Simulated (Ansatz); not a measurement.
# Ba2HgW2: the cost of one run

Method: DFT PBE, scalar-relativistic, plane waves, PAW, unless a step names another level, in Ansatz 0.2.0.

8 further runs of the same task are left out: 1 that didn't finish, 7 set aside as unsound or not needed.

### Step 1. The formula and the candidates

Pauling electronegativities: Ba 0.89, Hg 2.00, W 2.36 (spread 1.47). No set of common oxidation states balances it. Tabulated atomic sizes suggest about 26 Å³/atom. 29 candidates were drawn, by swapping species into database cells of other compounds, at random by space group and Wyckoff sites, or by hand, as the table says:

```
name                  made from  space group no.               Wyckoff sites  atoms (primitive cell)  V (Å³/atom)
 c01   database cell of BaP2Pd2              123          Ba 2h; Hg 1a; W 2e                       5         26.8
 c02                     random              191          Ba 2d; Hg 1b; W 2c                       5         32.7
 c03                     random              115          Ba 2g; Hg 1d; W 2e                       5         33.3
 c04                     random               99          Ba 2c; Hg 1a; W 2c                       5         28.4
 c05    database cell of Tm2SO2              164          Ba 2d; Hg 1a; W 2d                       5         24.0
 c06    database cell of Sc2BC2              139          Ba 4e; Hg 2a; W 4e                       5         22.8
 c07                     random              123          Ba 2g; Hg 1d; W 2h                       5         26.5
 c08                     random               65      Ba 4f; Hg 2d; W 2a, 2c                       5         31.3
 c09                     random              191          Ba 2e; Hg 1a; W 2c                       5         30.6
 c10  database cell of TmFe2Ge2              139          Ba 4e; Hg 2a; W 4d                       5         25.7
 c11                     random              191          Ba 2d; Hg 1a; W 2c                       5         33.3
 c12  database cell of Lu2InNi2               65          Ba 4j; Hg 2a; W 4i                       5         27.7
 c13                     random               65      Ba 2b, 2c; Hg 2a; W 4e                       5         32.5
 c14                     random               71      Ba 2a, 2d; Hg 2c; W 4j                       5         31.4
 c15                     random              119          Ba 4f; Hg 2c; W 4e                       5         33.5
 c16                     random              139          Ba 4c; Hg 2a; W 4e                       5         32.9
 c17  database cell of Pr2AlCo2               71          Ba 4j; Hg 2a; W 4h                       5         28.6
 c18  database cell of La2MgCu2              127          Ba 4h; Hg 2a; W 4g                      10         32.3
 c19                     random              123          Ba 2e; Hg 1d; W 2f                       5         26.4
 c21                     random              123          Ba 2e; Hg 1c; W 2g                       5         31.3
 c22  database cell of InGa2Au2              194          Ba 4f; Hg 2b; W 4f                      10         26.7
 c23                     random              156  Ba 1c, 1c; Hg 1b; W 1b, 1a                       5         29.3
 c24  database cell of Nd2CdCu2               65          Ba 4i; Hg 2d; W 4j                       5         29.3
 c25                     random               65          Ba 4i; Hg 2a; W 4k                       5         32.1
 c26                     random              123      Ba 2h; Hg 1b; W 1c, 1a                       5         31.8
 c27                     random              123      Ba 2e; Hg 1a; W 1b, 1d                       5         30.9
 c28  database cell of Nd2GaNi2               71          Ba 4h; Hg 2a; W 4j                       5         27.9
 c29                     random              224          Ba 4b; Hg 2a; W 4c                      10         31.5
 c30   database cell of Pr2SbO2               12          Ba 4i; Hg 2a; W 4h                       5         27.6
```

### Step 2. Screening run of c14

The input, input.yaml:

```yaml
crystal:
  lattice:
    - [-2.7348529, 3.28871211, 4.36069917]
    - [2.7348529, -3.28871211, 4.36069917]
    - [2.7348529, 3.28871211, -4.36069917]
  atoms:
    - { symbol: Ba, position: [0.0, 0.0, 0.0] }
    - { symbol: Ba, position: [0.5, 0.0, 0.5] }
    - { symbol: Hg, position: [0.5, 0.5, 0.0] }
    - { symbol: W, position: [0.78545303, 0.28545303, 0.5] }
    - { symbol: W, position: [0.21454697, 0.71454697, 0.5] }
basis:
  ecutwfc: 420
kpoints:
  mp_grid: { grid: [4, 4, 4] }
hamiltonian:
  xc: pbe
scf:
  occupations: { method: gaussian, width: 0.2 }
  lower_state_search: "off"
output:
  forces: true
  stress: true
  eigenvalues: true
relax:
  adjacent_minimum: "off"
  f_tol: 0.08
  max_steps: 16
  cell: { stress_tol: 0.8 }
```

Started as:

```bash
ansatz run input.yaml --threads 1 --pin off --max-ram 2560MiB --backend cpu --events-out ev --progress --plain --runs-dir out
```

Q: Estimate wall time and peak memory on 1 thread of Intel Xeon at 2.50GHz (Skylake/Cascade Lake), shared host.

About 2.7 min, with a peak of 0.53 GiB.
